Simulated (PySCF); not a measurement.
# MoF₄: singlet, from a tetrahedral start

Aim: relax MoF₄ as a singlet from a tetrahedral start, check by its vibrations whether the end is a minimum, and collect its spectrum and constants.

Method: PBE0, basis Mo def2-TZVP with ECP28, F def2-TZVP, scalar-relativistic core potentials, no spin–orbit coupling, density fitting; program: PySCF 2.14.0.

## Step 1: Where the work starts

5 atoms, charge 0, spin multiplicity 1.

Bond lengths: Mo1–F2 2.020 Å, Mo1–F3 2.020 Å, Mo1–F4 2.020 Å, Mo1–F5 2.020 Å. Angles: F2–Mo1–F3 109.5°, F2–Mo1–F4 109.5°, F2–Mo1–F5 109.5°, F3–Mo1–F4 109.5°, F3–Mo1–F5 109.5°, F4–Mo1–F5 109.5°.

Coordinates in bohr (charge 0 multiplicity 1):
```
Mo    0.0000    0.0000    0.0000
F     3.1169    0.0000    2.2036
F    -3.1169    0.0000    2.2036
F     0.0000    3.1169   -2.2036
F     0.0000   -3.1169   -2.2036
```

## Step 2: The SCF at the typed geometry

The steps below are one call of a driver around PySCF. For each, scf.py gives the equivalent set-up of the SCF; relaxations use the driver's own optimiser. After this first run the driver tries any further starts and a stability analysis.

Input file scf.py:

```python
from pyscf import gto, scf, dft
mol = gto.M(atom='''
Mo     0.000000     0.000000     0.000000
F      1.649400     0.000000     1.166100
F     -1.649400     0.000000     1.166100
F      0.000000     1.649400    -1.166100
F     -0.000000    -1.649400    -1.166100''',
    basis={'Mo': 'def2-TZVP', 'F': 'def2-TZVP'},
    ecp={'Mo': 'def2-TZVP'},
    charge=0, spin=0)
mf = dft.RKS(mol, xc='PBE0')
mf.grids.atom_grid = (50, 194)
aux = {'Mo': 'def2-universal-JKFIT', 'F': 'def2-universal-JKFIT'}
mf = mf.density_fit(auxbasis=aux)
mf.conv_tol = 1e-08
mf.diis_space = 10
mf.max_cycle = 60
mf.init_guess = 'minao'
mf.verbose = 4
mf.kernel()
```

The run is started by

```
> OMP_NUM_THREADS=8 python axn.py task.json out
```

Further steps of the session: Tetrahedral start, singlet: relaxation; Releasing the symmetry; Vibrations and properties at this point; A spin-polarised start; Vibrations and properties at this point.

Before running it: what results should come out? Wanted: minimum; geometry; wavenumbers; dipole moment; highest occupied, lowest empty level; polar-tensor charge of Mo1; zero-point energy; atomisation energy; ⟨S²⟩.

As calculated:

```
                                          quantity                                                      value
                                           minimum                              broken-symmetry (Ms = 0), D2d
                                          geometry  Mo–F 1.845 Å (×4); F–Mo–F 103.1° (×2), F–Mo–F 112.8° (×4)
                                wavenumbers (cm⁻¹)                 43, 108, 108, 116, 116, 687, 687, 699, 712
                                     dipole moment                                                     0.00 D
highest occupied, lowest empty level (either spin)                                            -7.10, -3.06 eV
                        polar-tensor charge of Mo1                                                    +2.89 e
                                 zero-point energy                                                19.6 kJ/mol
                               entropy at 298.15 K                                            355.2 J/(mol K)
         atomisation energy (no zero-point energy)                                                1844 kJ/mol
                                              ⟨S²⟩                                                      0.993
```

From Td at the start the molecule goes to a D2d minimum. The determinant is spin-contaminated (⟨S²⟩ = 0.99 against 0.00), so it is no pure spin state. In the infrared the band at 687 cm⁻¹ (stretch) leads. The dipole vanishes although Mo1 carries +2.9 e by the polar tensor: the bond dipoles cancel. Only this shape and spin were tried, so other structures or states may lie lower. The SCF density has lower symmetry than the nuclear frame.
